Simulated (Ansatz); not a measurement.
# SiH4F radical (built from SMILES F[SiH3].[H]): a reaction path by the nudged elastic band

What path joins these two structures, and how high does it climb? Both ends were relaxed at PBE0-D4 in triple zeta.

The runs use Ansatz 0.2.0, Gaussian basis; PBE0-D4/def2-SVP, unrestricted.

20 further runs of the same task are left out: 20 set aside as unsound or not needed.

## Step 1: The starting structure

The first end: 6 atoms, charge 0, spin multiplicity 2.

Atoms are counted from 1 here; the program's logs count them from 0.

Bond lengths: H1–Si2 1.482 Å, Si2–F3 1.600 Å, Si2–H5 1.482 Å, Si2–H6 1.482 Å. Angles: H1–Si2–F3 108.3°, H1–Si2–H5 110.6°, H1–Si2–H6 110.6°, F3–Si2–H5 108.3°, F3–Si2–H6 108.3°, H5–Si2–H6 110.6°.

Coordinates:

```
H    -0.6358    0.2821    0.2701
Si    0.6882   -0.2777   -0.0898
F     0.7267   -0.5000   -1.6737
H    -3.4462    1.4169    0.6489
H     1.7703    0.6667    0.2746
H     0.8967   -1.5881    0.5697
```

The second end:

| atom | x (Å) | y (Å) | z (Å) |
| --- | --- | --- | --- |
| H1 | -1.9785 | 0.8179 | 0.3942 |
| Si2 | 0.6268 | -0.3218 | -0.6068 |
| F3 | 1.9286 | -0.9201 | -1.3288 |
| H4 | -1.7381 | 0.8169 | 1.1022 |
| H5 | 1.0222 | 0.9436 | 0.0712 |
| H6 | 0.1389 | -1.3364 | 0.3678 |

## Step 2: The band at PBE0-D4/def2-SVP

neb/in.yaml reads:

```yaml
crystal:
  periodic: [false, false, false]
  atoms:
    - {symbol: H, position_ang: [-0.635768, 0.282125, 0.270138]}
    - {symbol: Si, position_ang: [0.688200, -0.277670, -0.089757]}
    - {symbol: F, position_ang: [0.726695, -0.499978, -1.673673]}
    - {symbol: H, position_ang: [-3.446206, 1.416909, 0.648943]}
    - {symbol: H, position_ang: [1.770288, 0.666685, 0.274568]}
    - {symbol: H, position_ang: [0.896692, -1.588071, 0.569681]}
basis:
  gaussian: {orbitals: def2-SVP}
magnetization: {spin_polarized: true, initial_magnetization: 1}
hamiltonian: {xc: pbe0, dispersion: d4}
neb:
  images: 5
  climbing: true
  max_iterations: 40
  initial_path: idpp
  final_atoms:
    - {symbol: H, position_ang: [-1.978496, 0.817888, 0.394233]}
    - {symbol: Si, position_ang: [0.626834, -0.321832, -0.606815]}
    - {symbol: F, position_ang: [1.928554, -0.920128, -1.328798]}
    - {symbol: H, position_ang: [-1.738097, 0.816871, 1.102212]}
    - {symbol: H, position_ang: [1.022239, 0.943555, 0.071233]}
    - {symbol: H, position_ang: [0.138866, -1.336353, 0.367836]}
```

The run is started by

```sh
$ ansatz run in.yaml --threads 2 --pin off --events-out ev --progress --plain --max-ram 4352MiB
```

Output, shortened:

```text
Functional definition: PBE0
  name "PBE0"
  cite "Adamo & Barone, J. Chem. Phys. 110, 6158 (1999) doi:10.1063/1.478522"
  cite "Perdew, Burke & Ernzerhof, Phys. Rev. Lett. 77, 3865 (1996) doi:10.1103/PhysRevLett.77.3865"
  parent pbe
[...]
526 factors; integrals over basis functions are off by at most 4.2e-4 eV
[...]
mean field -10647.32669827 eV, -391.2820391442 hartree, gradient 2.3e-5 eV, S^2 0.750004; 0 other end points of the search recorded, 0 dependent functions left out
[...]
reference -10647.32672728 eV, -391.2820402103 hartree; 14, 13 occupied and 38, 39 virtual orbitals, 526 factors
[... from here to the last solve, the lines of the solves are left out (168 solves) ...]
WARN: NEB end point (image 0): max|allowed force component| = 9.176e-1 eV/Å (the criterion of neb.relax_end_points is 1.000e-2). That is over neb.f_tol: it is no minimum, so the barrier can be far off. Relax it first
WARN: NEB end point (image 6): max|allowed force component| = 6.644e-1 eV/Å (the criterion of neb.relax_end_points is 1.000e-2). That is over neb.f_tol: it is no minimum, so the barrier can be far off. Relax it first
NEB iter   1: max|band force component| = 4.142e0 eV/Å  barrier→ = 2.3610 eV  barrier← = 2.7664 eV  Δτ_max = 0.2000 Å  (184 SCF iters)
[...]
NEB iter   5: max|band force component| = 1.482e0 eV/Å  barrier→ = 0.1726 eV  barrier← = 0.5780 eV  Δτ_max = 0.2000 Å  (124 SCF iters)
[...]
NEB iter   9: max|band force component| = 2.053e-1 eV/Å  barrier→ = 0.0924 eV  barrier← = 0.4977 eV  CI = image 3  Δτ_max = 0.0999 Å  (121 SCF iters)
[...]
NEB iter  13: max|band force component| = 3.150e-1 eV/Å  barrier→ = 0.0806 eV  barrier← = 0.4860 eV  CI = image 3  Δτ_max = 0.1013 Å  (120 SCF iters)
[...]
NEB iter  16: max|band force component| = 1.235e-1 eV/Å  barrier→ = 0.0961 eV  barrier← = 0.5014 eV  CI = image 3  Δτ_max = 0.0793 Å  (116 SCF iters)
[...]
NEB iter  17: max|band force component| = 4.126e-2 eV/Å  barrier→ = 0.0951 eV  barrier← = 0.5005 eV  CI = image 3  Δτ_max = 0.0000 Å  (1762 SCF iters)
WARN: NEB: the barrier is in doubt: the path turns back at the climbing image. Check it with more images (neb.images), a lower neb.f_tol or relaxed end points
Total energy: -10647.27476131 eV, -391.2801304959 hartree
Atom 0 at    -0.947077     0.415710     0.376398 Å, force    -0.005407    -0.000303    -0.022492 eV/Å
Atom 1 at     0.429001    -0.180427    -0.109766 Å, force     0.017239    -0.001842     0.041627 eV/Å
Atom 2 at     0.374680    -0.369905    -1.721965 Å, force    -0.010298     0.003948    -0.001353 eV/Å
Atom 3 at    -2.052341     0.887294     0.708541 Å, force     0.016692    -0.006570     0.000077 eV/Å
Atom 4 at     1.537208     0.758364     0.225200 Å, force    -0.003223     0.018079    -0.010985 eV/Å
Atom 5 at     0.658428    -1.511036     0.521492 Å, force    -0.015002    -0.013312    -0.006874 eV/Å
Dipole moment:     0.113466    -0.010872     0.252838 e Å
```

It took 2.1 min on 2 threads of Intel Xeon Platinum 8488C, shared host.

The last band:

```csv
image,path (Å),energy (kcal/mol),H1–H4 (Å),H1–Si2 (Å)
0,0.00,0.0,3.05,1.48
1,0.78,-0.3,2.81,1.49
2,1.56,0.1,2.16,1.49
3,2.33,2.2,1.25,1.58
4,3.42,-8.6,0.77,2.70
5,4.50,-9.3,0.76,3.10
6,5.59,-9.3,0.75,3.01
```

The highest image, 3:

```xyz
6
charge 0, multiplicity 2
H    -0.9471    0.4157    0.3764
Si    0.4290   -0.1804   -0.1098
F     0.3747   -0.3699   -1.7220
H    -2.0523    0.8873    0.7085
H     1.5372    0.7584    0.2252
H     0.6584   -1.5110    0.5215
```

## Step 3: Summary of results

| quantity | value |
| --- | --- |
| PBE0-D4/def2-SVP, 17 iterations | highest 2.2 kcal/mol (image 3), last end -9.3 kcal/mol |
| from earlier runs: barrier over the separately found saddle, CCSD(T)/def2-TZVPP | 6.3 kcal/mol |

In words: The highest image lies 2.2 kcal/mol above the first end, and it climbed, so it estimates the saddle. The ends are not quite minima at this level (largest force component 0.92 eV/Å), so the heights are unreliable: relaxing the first end would lower it and raise the barrier above it. The highest image is 4.1 kcal/mol below the CCSD(T) barrier in triple zeta, which comes from separate runs on the saddle.
